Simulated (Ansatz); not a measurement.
# F2H5NO2Si2: one species, many methods

The task here is to estimate one member of a computed series from the others.

The runs use Ansatz 0.2.0, Gaussian basis; functionals in def2-TZVPP, the program's frozen cores in correlated methods.

Plan: PBE-D4, r2SCAN-D4, PBE0-D4, B3LYP-D4, ωB97X-V, ωB97M-V, B2PLYP; CCSD(T)/def2-TZVPP; MP2/def2-QZVPP; extrapolation to the limit.

## The relaxed structure

An earlier PBE0-D4 in a triple-zeta def2 set relaxation fixed the geometry.

SMILES `O[Si](O)(F)N[SiH2]F`, 12 atoms, charge 0, spin multiplicity 1.

Atoms are counted from 1 here; the program's logs count them from 0.

Bond lengths: O1–Si2 1.620 Å, O1–H8 0.958 Å, Si2–O3 1.629 Å, Si2–F4 1.591 Å, Si2–N5 1.703 Å, O3–H9 0.958 Å, N5–Si6 1.713 Å, N5–H10 1.011 Å, Si6–F7 1.602 Å, Si6–H11 1.480 Å, Si6–H12 1.475 Å. Angles: Si2–O1–H8 117.3°, O1–Si2–O3 106.3°, O1–Si2–F4 111.9°, O1–Si2–N5 109.8°, O3–Si2–F4 108.9°, O3–Si2–N5 115.5°, F4–Si2–N5 104.6°, Si2–O3–H9 118.1°, Si2–N5–Si6 129.9°, Si2–N5–H10 114.9°, Si6–N5–H10 115.1°, N5–Si6–F7 111.3°, N5–Si6–H11 108.1°, N5–Si6–H12 110.6°, F7–Si6–H11 106.6°, F7–Si6–H12 106.5°, H11–Si6–H12 113.7°.

The first run:

File in.yaml:

```yaml
crystal:
  periodic: [false, false, false]
  atoms:
    - {symbol: O, position_ang: [-0.602759, 2.133653, -0.954934]}
    - {symbol: Si, position_ang: [0.329485, 1.017355, -0.241548]}
    - {symbol: O, position_ang: [1.180597, 1.799431, 0.905665]}
    - {symbol: F, position_ang: [1.342889, 0.346298, -1.268105]}
    - {symbol: N, position_ang: [-0.636172, -0.270630, 0.313621]}
    - {symbol: Si, position_ang: [-0.517060, -1.949759, -0.002796]}
    - {symbol: F, position_ang: [0.582464, -2.642367, 0.933503]}
    - {symbol: H, position_ang: [-0.263872, 3.029314, -0.994314]}
    - {symbol: H, position_ang: [1.843634, 1.306515, 1.391241]}
    - {symbol: H, position_ang: [-1.352738, -0.009679, 0.977303]}
    - {symbol: H, position_ang: [-1.815397, -2.574209, 0.335155]}
    - {symbol: H, position_ang: [-0.091059, -2.185921, -1.394793]}
basis:
  gaussian: {orbitals: def2-TZVPP}
hamiltonian: {xc: pbe, dispersion: d4}
output: {forces: true, orbitals: {seedname: orbitals}}
```

The run is started by

```console
ansatz run in.yaml --threads 2 --pin off --events-out ev --progress --plain --max-ram 32768MiB --backend cuda --devices 0, --max-vram 18GiB
```

Among the steps run: PBE-D4 (GGA); r2SCAN-D4 (meta-GGA); PBE0-D4 (hybrid); B3LYP-D4 (hybrid); ωB97X-V (range-separated); ωB97M-V (range-separated); B2PLYP (double hybrid); CCSD(T) in def2-TZVPP; MP2 in def2-QZVPP.

One of the session's tables, all rows but one given; the rest of the session is left out.

It belongs to the step «Atomisation energies». 

```
            method  atomisation energy (kJ/mol)
            PBE-D4                       4881.9
         r2SCAN-D4                       4838.6
           PBE0-D4                       4773.5
          B3LYP-D4                       4818.5
           ωB97X-V                       4861.6
           ωB97M-V                       4863.7
            B2PLYP                       4791.3
     HF/def2-TZVPP                       3471.5
    MP2/def2-TZVPP                       4864.5
   CCSD/def2-TZVPP                       4642.9
CCSD(T)/def2-TZVPP                       4715.3
           MP2/CBS                            ?
       CCSD(T)/CBS                       4880.0
```

Q: Estimate the row for MP2/CBS from the others.

The run gave: atomisation energy (kJ/mol): 5029.1. In the column «atomisation energy (kJ/mol)» it is the highest.
